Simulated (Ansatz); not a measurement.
# Al9C: the cost of one run

Method: DFT PBEsol, scalar-relativistic, plane waves, PAW, in Ansatz 0.2.0.

2 further runs of the same task are left out: 2 set aside as unsound or not needed.

### 1 The starting structure

Symmetry: P6_3/mmc, No. 194, hexagonal system. The conventional cell has a = 2.827 Å, b = 2.827 Å, c = 9.186 Å, α = 90.00°, β = 90.00°, γ = 120.00°. Around Al (site symmetry -3m) lie 12 Al at 2.82 to 2.83 Å. Around Al (site symmetry -6m2) lie 12 Al at 2.82 to 2.83 Å.

As a file:

```cif
data_structure
_symmetry_space_group_name_H-M 'P6_3/mmc'
_symmetry_Int_Tables_number 194
_cell_length_a 2.8271
_cell_length_b 2.8271
_cell_length_c 9.1860
_cell_angle_alpha 90.000
_cell_angle_beta 90.000
_cell_angle_gamma 120.000
_cell_volume 63.58
loop_
_atom_site_label
_atom_site_type_symbol
_atom_site_symmetry_multiplicity
_atom_site_Wyckoff_symbol
_atom_site_fract_x
_atom_site_fract_y
_atom_site_fract_z
_atom_site_occupancy
Al1 Al 2 a 0.00000 0.00000 0.00000 1
Al2 Al 2 c 0.33333 0.66667 0.25000 1
```

The structure comes from the Materials Project (structure only).

### 8 Plan of the scan

Atoms count from 1 in the order of the input.

C is moved over the surface cell; relaxed at each place: the height of the adsorbate's atoms; substrate rigid; the origin of the map has the adsorbate above Al9.

- position of C10 along the first surface vector, from above Al9: 6 values from 0.000 to 0.833, periodic
- position of C10 along the second surface vector, from above Al9: 6 values from 0.000 to 0.833, periodic

Relaxed at each point: the height of the adsorbate's atoms; substrate rigid. Points are written as (first, second).

The two vectors of the plane (Å): (2.836, 0.000, 0.000); (-1.418, 2.456, 0.000).

(The set-up runs are not shown.)

### 9 Point (0/6, 0/6) of the map's two axes

The input, input.yaml:

```yaml
crystal:
  lattice:
    - [2.8360890835, 0.0, 0.0]
    - [-1.4180445418, 2.4561251937, 0.0]
    - [0.0, 0.0, 34.1378328992]
  atoms:
    - { symbol: Al, position: [0.3333333333, 0.6666666667, 0.117172054] }
    - { symbol: Al, position: [0.0, 0.0, 0.1854391542] }
    - { symbol: Al, position: [0.6666666667, 0.3333333333, 0.2537062546] }
    - { symbol: Al, position: [0.0, 0.0, 0.3219733548] }
    - { symbol: Al, position: [0.3333333333, 0.6666666667, 0.389666117] }
    - { symbol: Al, position: [0.0, 0.0, 0.4573304552] }
    - { symbol: Al, position: [0.6666666667, 0.3333333333, 0.5260691483] }
    - { symbol: Al, position: [0.0, 0.0, 0.5941774963] }
    - { symbol: Al, position: [0.3333333333, 0.6666666667, 0.6631303447] }
    - { symbol: C, position: [0.3333333333, 0.6666666667, 0.7211305115] }
basis:
  ecutwfc: 420
kpoints:
  mp_grid: { grid: [12, 12, 1] }
hamiltonian:
  xc: pbesol
  pseudopotentials: { kind: paw, azcp: { folder: soft_1 } }
scf:
  occupations: { method: gaussian, width: 0.1 }
output:
  forces: true
  eigenvalues: true
relax:
  adjacent_minimum: "off"
  f_tol: 0.025
  max_steps: 16
  constraints: [{ sites: [0, 1, 2, 3, 4, 5, 6, 7, 8] }, { sites: [9], fix: xy }]
efield:
  axis: 3
  dipole_correction: true
  ramp_width: 0.04
```

Run with:

```
ansatz run input.yaml --threads 1 --pin off --max-ram 3072MiB --backend cpu --events-out ev --progress --plain --runs-dir out
```

Q: Estimate wall time and peak memory on 1 thread of Arm Neoverse V2, shared host.

About 30 s, with a peak of 0.42 GiB.
